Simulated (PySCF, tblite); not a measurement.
**C₅H₁₂N₂OSi: geometry, infrared bands and NMR shifts**

What infrared bands and NMR shifts should C₅H₁₂N₂OSi (`C/C=C/[Si@@H](NC)NC=O`) show?

The runs use tblite 0.8.0 and PySCF 2.14.0, with density-fitted response routines of our own; the level of theory stands in each step. All values are computed, except where a source is named. Atoms count from 0, in the outputs and in this text.

**1. The starting structure**

21 atoms, charge 0, multiplicity 1; geometry from: force field or distance geometry start.

Bonds of the start (Å): C0–C1 1.49, C1–C2 1.33, C2–Si3 1.84, Si3–N4 1.79, N4–C5 1.47, Si3–N6 1.79, N6–C7 1.44, C7–O8 1.26, C0–H9 1.10, C0–H10 1.12, C0–H11 1.09, C1–H12 1.08, C2–H13 1.09, Si3–H14 1.48, N4–H15 1.05, C5–H16 1.10, C5–H17 1.12, C5–H18 1.09, N6–H19 1.07, C7–H20 1.10.

**2. Optimising the geometry with GFN2-xTB**

Job settings and geometry (Å):

```
{"job": {"kind": "relax", "xc": "GFN2-xTB", "basis": "xTB"}, "charge": 0, "multiplicity": 1}
C      3.598500     0.153700     0.303300
C      2.146000    -0.182000     0.232800
C      1.250000     0.601600    -0.355800
Si    -0.494200     0.023300    -0.343800
N     -0.707600    -1.596400     0.392600
C     -2.097000    -2.007700     0.168000
N     -1.532800     1.173300     0.558100
C     -2.155500     2.247100    -0.162000
O     -1.996700     2.386600    -1.404600
H      3.862500     1.034100    -0.296000
H      3.857500     0.280500     1.382000
H      4.136100    -0.711400    -0.083700
H      1.817800    -1.099600     0.704800
H      1.532700     1.539700    -0.832700
H     -0.943200    -0.071700    -1.748100
H     -0.520400    -1.572300     1.424500
H     -2.755100    -1.420900     0.817400
H     -2.332100    -1.722400    -0.892700
H     -2.187600    -3.081200     0.317500
H     -1.682100     1.072700     1.615000
H     -2.805900     2.970000     0.357700
```

The run is started by

```sh
> OMP_NUM_THREADS=1 python probes_run.py task.json out
```

This one command runs all jobs of the session in turn.

**Question.** This job is followed by: GFN2-xTB harmonic vibrations, gas phase; GIAO PBE0/pcSseg-1 NMR shielding, non-relativistic, gas phase. What will the session give for the following? strongest single infrared mode (GFN2-xTB); zero-point energy (GFN2-xTB); ¹³C shifts against TMS (PBE0/pcSseg-1); ¹H shifts against TMS (PBE0/pcSseg-1, means over atoms taken as alike); ²⁹Si shifts against TMS (PBE0/pcSseg-1); ¹⁵N shifts against NH3 (PBE0/pcSseg-1); ¹⁷O shifts against H2O (PBE0/pcSseg-1).

**Answer**, as computed:

| quantity | value |
| --- | --- |
| strongest single infrared mode (GFN2-xTB) | 1753 cm⁻¹, 512 km/mol |
| zero-point energy (GFN2-xTB) | 104.4 kcal/mol |
| ¹³C shifts against TMS (PBE0/pcSseg-1) | 168.2, 150.8, 134.3, 31.2, 26.6 ppm |
| ¹H shifts against TMS (PBE0/pcSseg-1, means over atoms taken as alike) | 8.53, 6.36, 6.12, 5.66, 4.41, 2.83, 1.98, -0.09 ppm |
| ²⁹Si shifts against TMS (PBE0/pcSseg-1) | -33.1 ppm |
| ¹⁵N shifts against NH3 (PBE0/pcSseg-1) | 138.3, 17.9 ppm |
| ¹⁷O shifts against H2O (PBE0/pcSseg-1) | 448.1 ppm |

What this shows: The optimisation took 161 steps and gained 1.038 eV; among the close pairs (by a distance rule), N6–C7 changed most, from 1.435 to 1.339 Å. All 57 modes are real, so the xTB geometry is a minimum. The strongest single mode, at 1753 cm⁻¹, moves mainly C7 and O8. GFN2-xTB is a fitted tight-binding method: band positions and strengths are rough. Its intensities can rank the bands wrongly. The most deshielded carbon is C7 (amide carbonyl carbon), at 168.2 ppm: it is a carbonyl in resonance with an O or N lone pair, the region of acids, esters and amides. At PBE0/pcSseg-1: The widest tensor belongs to O8: span 702 ppm, with a paramagnetic part of -517 ppm.
